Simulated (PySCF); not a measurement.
# Mo₂Te: relaxation and vibrations of the singlet

The task is one start of a wider search on Mo₂Te: the singlet, from a bent start. It is relaxed, tested by its Hessian and followed downhill if it is a saddle.

The runs use PySCF 2.14.0; B3LYP, basis Te def2-SVP with ECP28, Mo def2-SVP with ECP28, scalar-relativistic core potentials, no spin–orbit coupling, density fitting.

## Step 1: The starting structure

3 atoms, charge 0, spin multiplicity 1.

Bond lengths: Te1–Mo2 2.740 Å, Te1–Mo3 2.740 Å. Angles: Mo2–Te1–Mo3 110.0°.

Coordinates in bohr (charge 0 multiplicity 1):
```
Te    0.0000    0.0000   -1.7854
Mo    4.2415    0.0000    1.1845
Mo   -4.2415    0.0000    1.1845
```

## Step 2: Relaxation: bent start, singlet

One driver script runs all steps and calls PySCF; scf.py shows how it sets up the SCF of each step. The optimiser is the driver's own. Before each start the driver seeks the lowest SCF state from one or more starting densities and follows internal instabilities, so scf.py alone need not reach the same state.

The program finds C2v symmetry in the start, which this walk keeps. Threshold on the gradient: 0.0003 Eh/bohr, with a further test on the energy change.

scf.py

```python
from pyscf import gto, scf, dft
mol = gto.M(atom='''
Te     0.000000     0.000000    -0.944796
Mo     2.244500    -0.000000     0.626804
Mo    -2.244500     0.000000     0.626804''',
    basis={'Te': 'def2-SVP', 'Mo': 'def2-SVP'},
    ecp={'Te': 'def2-SVP', 'Mo': 'def2-SVP'},
    charge=0, spin=0)
mf = dft.RKS(mol, xc='B3LYP')
mf.grids.atom_grid = (50, 194)
aux = {'Te': 'def2-universal-JKFIT', 'Mo': 'def2-universal-JKFIT'}
mf = mf.density_fit(auxbasis=aux)
mf.kernel()
```

The optimiser's trace:

| step | energy (Eh) | change (kJ/mol) | largest symmetric gradient (Eh/bohr) |
| --- | --- | --- | --- |
| 0 | -404.199835 | 0.00 | 0.03236 |
| 1 | -404.210443 | -27.85 | 0.02193 |
| 2 | -404.216622 | -44.07 | 0.02182 |
| 3 | -404.219012 | -50.35 | 0.00592 |
| 4 | -404.228406 | -75.01 | 0.02114 |
| 5 | -404.250808 | -133.83 | 0.04276 |
| 6 | -404.279385 | -208.86 | 0.05457 |
| 7 | -404.303479 | -272.12 | 0.05609 |
| 8 | -404.317740 | -309.56 | 0.02015 |
| 9 | -404.318488 | -311.52 | 0.01350 |
| 10 | -404.319215 | -313.43 | 0.00550 |
| 11 | -404.319300 | -313.66 | 0.00346 |
| 12 | -404.319327 | -313.72 | 0.00014 |
| 13 | -404.319327 | -313.73 | 0.00004 |

The walk ran for 42 s (4 threads, shared host).

End point (C2v, 13 steps, 313.7 kJ/mol gained): Mo–Mo 2.439 Å, Te–Mo 2.568 Å (×2); Mo–Mo–Te 61.6° (×2), Mo–Te–Mo 56.7°.

## Step 3: Frequencies

The point is checked on the finer grid, and tightened if its gradient asks for it. The Hessian and the dipole derivatives come from central differences of analytic gradients, with steps of 0.01 bohr.

scf.py, as its differences from that of step 2:

```diff
@@ -3,3 +3,3 @@
-Te     0.000000     0.000000    -0.944796
-Mo     2.244500    -0.000000     0.626804
-Mo    -2.244500     0.000000     0.626804''',
+Te    -0.000000    -0.000000    -1.358158
+Mo     1.219467    -0.000000     0.901065
+Mo    -1.219467     0.000000     0.901065''',
@@ -10 +10 @@
-mf.grids.atom_grid = (50, 194)
+mf.grids.atom_grid = (75, 302)
```

This SCF starts from the last density.

SCF at the final geometry:

```text
init E= -404.319233897501
  HOMO = -0.133436250836697  LUMO = -0.115280926145722  gap/eV = 0.49403
cycle= 1 E= -404.319233701543  delta_E= 1.96e-07  |g|= 0.000925  |ddm|= 0.000948
  HOMO = -0.133443117387808  LUMO = -0.115288148984711  gap/eV = 0.49402
cycle= 2 E= -404.319167219729  delta_E= 6.65e-05  |g|= 0.017  |ddm|= 0.0169
  HOMO = -0.133441514254259  LUMO = -0.115287152346083  gap/eV = 0.49401
cycle= 3 E= -404.319233897643  delta_E= -6.67e-05  |g|= 6.89e-05  |ddm|= 0.0161
  HOMO = -0.13343767284411  LUMO = -0.115283157316814  gap/eV = 0.49401
cycle= 4 E= -404.31923389938  delta_E= -1.74e-09  |g|= 3.39e-05  |ddm|= 0.00011
  HOMO = -0.133437631038722  LUMO = -0.115282986563157  gap/eV = 0.49401
cycle= 5 E= -404.319233898681  delta_E= 6.99e-10  |g|= 1.33e-05  |ddm|= 0.000179
  HOMO = -0.133437543797258  LUMO = -0.115282963100599  gap/eV = 0.49401
cycle= 6 E= -404.319233898674  delta_E= 6.82e-12  |g|= 5.03e-06  |ddm|= 0.000104
  HOMO = -0.133438160379677  LUMO = -0.11528386397498  gap/eV = 0.49400
Extra cycle  E= -404.31923389902  delta_E= -3.46e-10  |g|= 1.04e-05  |ddm|= 0.000114
converged SCF energy = -404.31923389902
```

The whole step took 27 s.

Geometry: C2v; Mo–Mo 2.439 Å, Te–Mo 2.567 Å (×2); Mo–Mo–Te 61.6° (×2), Mo–Te–Mo 56.7°.

Modes, for the most abundant isotopes:

| symmetry | ω (cm⁻¹) | IR (km/mol) | μ (u) |
| --- | --- | --- | --- |
| b2 | 203 | 4.8 | 104.43 |
| a1 | 207 | 2.2 | 106.98 |
| a1 | 292 | 0.8 | 104.51 |

No imaginary mode, so this is a minimum.

Constants and moments:

| Item | Value |
| --- | --- |
| Dipole moment | 3.05 D |
| Highest occupied level | -3.63 eV |
| Lowest empty level | -3.14 eV |
| Rotational constants | 0.05789, 0.04229, 0.02444 cm⁻¹ |
| Zero-point energy | 4.2 kJ/mol |
| Principal polarisabilities | 133.1, 153.1, 159.6 bohr³ |
| Atomisation energy without zero-point energy | 137 kJ/mol |
| Principal traceless quadrupole moments about the centre of mass | -8.05, 0.90, 7.15 D Å |
| Entropy at 298.15 K and 1 bar | 323.0 J/(mol K) |
| Heat capacity Cp at 298.15 K | 55.7 J/(mol K) |
| Enthalpy at 298.15 K above 0 K | 13.95 kJ/mol |
| Rotational symmetry number | 2 |

Populations by atom (charges in e):

| atom | Mulliken | Löwdin | polar tensor | Mayer order to Te1 |
| --- | --- | --- | --- | --- |
| Te1 | -0.02 | 0.55 | -0.16 | – |
| Mo2,3 | 0.01 | -0.28 | 0.08 | 1.44 |

Mulliken populations on Te1 (outside its core potential): s 3.87, p 10.06, d 10.09.

## Step 4: Would spin polarisation lower it?

At the lowest minimum the closed shell is tested against spin polarisation, on the (50, 194) grid. It is unstable: an open-shell solution lies lower. That solution was not followed to a minimum here.

## Step 5: Results

| quantity | value |
| --- | --- |
| minimum | singlet, C2v (closed shell, unstable towards spin polarisation) |
| geometry | Mo–Mo 2.439 Å, Te–Mo 2.567 Å (×2); Mo–Mo–Te 61.6° (×2), Mo–Te–Mo 56.7° |
| wavenumbers (cm⁻¹) | 203 (b2), 207 (a1), 292 (a1) |
| dipole moment | 3.05 D |
| highest occupied, lowest empty level | -3.63, -3.14 eV |
| polar-tensor charge of Te1 | -0.16 e |
| zero-point energy | 4.2 kJ/mol |

What this shows: The molecule stays C2v, as typed, and the end point is a minimum. The strongest infrared band lies at 203 cm⁻¹ (b2). Other starts or spin states, not run here, may lie lower. The small gap makes a closed-shell description doubtful. The closed shell proved unstable towards spin polarisation, so a lower open-shell solution exists. Spin–orbit coupling is left out.

The search up to here took 93 s.
